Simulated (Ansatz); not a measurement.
# C3H7AlOSi: one species, many methods

The task here is to estimate one member of a computed series from the others.

Method: functionals in def2-TZVPP, the program's frozen cores in correlated methods; program: Ansatz 0.2.0, Gaussian basis.

Levels to be run: PBE-D4, r2SCAN-D4, PBE0-D4, B3LYP-D4, ωB97X-V, ωB97M-V, B2PLYP; CCSD(T)/def2-TZVPP; MP2/def2-QZVPP; extrapolation to the limit.

## Structure used throughout

The geometry comes from an earlier relaxation with PBE0-D4 in a triple-zeta def2 set; it is a stationary point, not always the lowest conformer.

SMILES `C#C[SiH](O)[AlH][CH3]`, 13 atoms, charge 0, spin multiplicity 1.

Atoms are counted from 1 here; the program's logs count them from 0.

Bond lengths: C1–C2 1.208 Å, C1–H7 1.066 Å, C2–Si3 1.837 Å, Si3–O4 1.658 Å, Si3–Al5 2.471 Å, Si3–H8 1.495 Å, O4–H9 0.959 Å, Al5–C6 1.950 Å, Al5–H10 1.592 Å, C6–H11 1.095 Å, C6–H12 1.092 Å, C6–H13 1.096 Å. Angles: C2–C1–H7 179.6°, C1–C2–Si3 176.8°, C2–Si3–O4 110.2°, C2–Si3–Al5 109.9°, C2–Si3–H8 104.3°, O4–Si3–Al5 107.3°, O4–Si3–H8 110.2°, Al5–Si3–H8 114.9°, Si3–O4–H9 117.0°, Si3–Al5–C6 118.8°, Si3–Al5–H10 119.4°, C6–Al5–H10 121.8°, Al5–C6–H11 110.4°, Al5–C6–H12 113.6°, Al5–C6–H13 110.1°, H11–C6–H12 108.3°, H11–C6–H13 105.9°, H12–C6–H13 108.2°.

The first run:

Contents of in.yaml:

```yaml
crystal:
  periodic: [false, false, false]
  atoms:
    - {symbol: C, position_ang: [-2.256469, -0.992275, 1.371624]}
    - {symbol: C, position_ang: [-1.314213, -1.198955, 0.643830]}
    - {symbol: Si, position_ang: [0.138962, -1.412121, -0.460034]}
    - {symbol: O, position_ang: [1.277060, -2.370793, 0.271316]}
    - {symbol: Al, position_ang: [1.194533, 0.779908, -0.893767]}
    - {symbol: C, position_ang: [0.382653, 2.381831, -0.133075]}
    - {symbol: H, position_ang: [-3.090218, -0.816148, 2.012159]}
    - {symbol: H, position_ang: [-0.413392, -2.096396, -1.669515]}
    - {symbol: H, position_ang: [0.995365, -3.242433, 0.555795]}
    - {symbol: H, position_ang: [2.508202, 0.850749, -1.790640]}
    - {symbol: H, position_ang: [-0.662078, 2.468956, -0.450783]}
    - {symbol: H, position_ang: [0.901398, 3.304318, -0.401904]}
    - {symbol: H, position_ang: [0.358398, 2.308559, 0.959893]}
basis:
  gaussian: {orbitals: def2-TZVPP}
hamiltonian: {xc: pbe, dispersion: d4}
output: {forces: true, orbitals: {seedname: orbitals}}
```

Launch:

```sh
ansatz run in.yaml --threads 4 --pin off --events-out ev --progress --plain --max-ram 10444MiB
```

Among the steps run: PBE-D4 (GGA); r2SCAN-D4 (meta-GGA); PBE0-D4 (hybrid); B3LYP-D4 (hybrid); ωB97X-V (range-separated); ωB97M-V (range-separated); B2PLYP (double hybrid); CCSD(T) in def2-TZVPP; MP2 in def2-QZVPP.

One table of the session follows, with a row left open; its other results are not shown here.

| method | atomisation energy (kJ/mol) |
| --- | --- |
| PBE-D4 | 4949.3 |
| r2SCAN-D4 | 4888.4 |
| PBE0-D4 | 4867.4 |
| B3LYP-D4 | 4867.0 |
| ωB97X-V | 4883.2 |
| ωB97M-V | 4884.0 |
| B2PLYP | ? |
| HF/def2-TZVPP | 3586.5 |
| MP2/def2-TZVPP | 4845.1 |
| CCSD/def2-TZVPP | 4679.2 |
| CCSD(T)/def2-TZVPP | 4754.7 |
| MP2/CBS | 4976.6 |
| CCSD(T)/CBS | 4886.1 |

Q: Estimate the row for B2PLYP from the others.

As computed: atomisation energy (kJ/mol): 4827.2. In the column «atomisation energy (kJ/mol)» it lies between CCSD(T)/def2-TZVPP (4754.7) and MP2/def2-TZVPP (4845.1).
